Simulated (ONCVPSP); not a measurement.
# An ONCV potential for phosphorus, from input to tests

Aim: build the potential from the settings below, then test how well it stands in for the atom: other configurations, scattering, ghost states and the plane-wave cutoff that it needs.

Program: ONCVPSP 4.0.1. Reference atom: PBEsol, scalar-relativistic, spherical and spin-unpolarised. All values are calculated.

### 1 Settings

Typed settings, in words:

- element: phosphorus (P, Z = 15)
- type: optimised norm-conserving Vanderbilt (ONCV)
- frozen core: [He]
- valence charge: 13
- reference configuration: 2s2 2p6 3s1.75 3p3.25
- partial waves: 2s+3s: rc 0.90 bohr, ncon 4, nbas 7, qcut 12.1 1/bohr, 2 projectors; 2p+3p: rc 0.80 bohr, ncon 5, nbas 9, qcut 16.6 1/bohr, 3 projectors, debl 2.6 Ha; d scattering state at 0.13 Ha: rc 0.90 bohr, ncon 4, nbas 8, qcut 9.7 1/bohr, 2 projectors, debl 1 Ha
- local potential: polynomial inside 0.80 bohr (lpopt 4, dvloc0 0 Ha)
- core correction: Teter function, fcfact 3, rcfact 1.1

The nodes and maxima of the atom's own shells, from an earlier all-electron run, set the scale for the radii.

All-electron outer shells of the reference configuration (PBEsol, scalar-relativistic, ld1.x):

| shell | level (eV) | outermost node (bohr) | outermost maximum (bohr) |
| --- | --- | --- | --- |
| 1s | -2080.68 | – | 0.07 |
| 2s | -173.96 | 0.14 | 0.42 |
| 2p | -124.72 | – | 0.36 |
| 3s | -14.10 | 0.65 | 1.58 |
| 3p | -5.63 | 0.64 | 1.83 |

### 2 Generation

File P.dat:

```
# ATOM AND REFERENCE CONFIGURATION
# atsym  z   nc   nv     iexc    psfile
  P 15.00    1    4  -116133      upf
#
#   n    l    f
    1    0    2.00
    2    0    2.00
    2    1    6.00
    3    0    1.75
    3    1    3.25
#
# PSEUDOPOTENTIAL AND OPTIMIZATION
# lmax
    2
#
#   l,   rc,      ep,       ncon, nbas, qcut
    0    0.90    0.00    4    7   12.10
    1    0.80    0.00    5    9   16.60
    2    0.90    0.13    4    8    9.70
#
# LOCAL POTENTIAL
# lloc, lpopt,  rc(5),   dvloc0
    4    4    0.80    0.00
#
# VANDERBILT-KLEINMAN-BYLANDER PROJECTORs
# l, nproj, debl
    0    2    1.80
    1    3    2.60
    2    2    1.00
#
# MODEL CORE CHARGE
# icmod, fcfact, rcfact
    3    3.00    1.10
#
# LOG DERIVATIVE ANALYSIS
# epsh1, epsh2, depsh
   -8.00    5.00    0.04
#
# OUTPUT GRID
# rlmax, drl
    6.00    0.01
#
# TEST CONFIGURATIONS
# ncnf
    4
# nvcnf
#   n    l    f
    4
    2    0    2.00
    2    1    6.00
    3    0    2.00
    3    1    3.00
#
    4
    2    0    2.00
    2    1    6.00
    3    0    2.00
    3    1    2.00
#
    4
    2    0    2.00
    2    1    6.00
    3    0    2.00
    3    1    1.00
#
    4
    2    0    2.00
    2    1    6.00
    3    0    1.00
    3    1    3.00
#
```

Command:

```console
$ oncvpsp.x < P.dat > P.out
```

**Question.** What will these runs give? Wanted: cutoffs for 1 and 0.1 mHa per electron, occupied waves; bound ghosts; GHOST(+) flags; largest test error; largest phase difference near zero energy, channels read; rms error of d²Exc/dn², without and with the model core.

**Answer**, as computed:

```
                                                quantity                          value
  cutoffs for 1 and 0.1 mHa per electron, occupied waves              124 Ha and 176 Ha
                                            bound ghosts                     none found
                                          GHOST(+) flags                   d at 5350 eV
                            largest test error (AE − PS)  +3.3 meV, for 2s2 2p6 3s2 3p1
largest phase difference near zero energy, channels read                      0.000 rad
 rms error of d²Exc/dn², without and with the model core              2.09 and 2.07 mHa
```

**Reading.** The worst unpolarised test, 2s2 2p6 3s2 3p1, is off by 3.3 meV on 26.7 eV; by total energies transferability rates as very good. It counts as very hard, with 124 Ha needed at the looser tolerance. It is free of bound ghosts as far as tested. Near zero energy the phases of the channels with partial waves agree within 0.001 rad. The program also flags highly localised states, GHOST(+) (d). These are tests on the free atom; a crystal test is still owed.
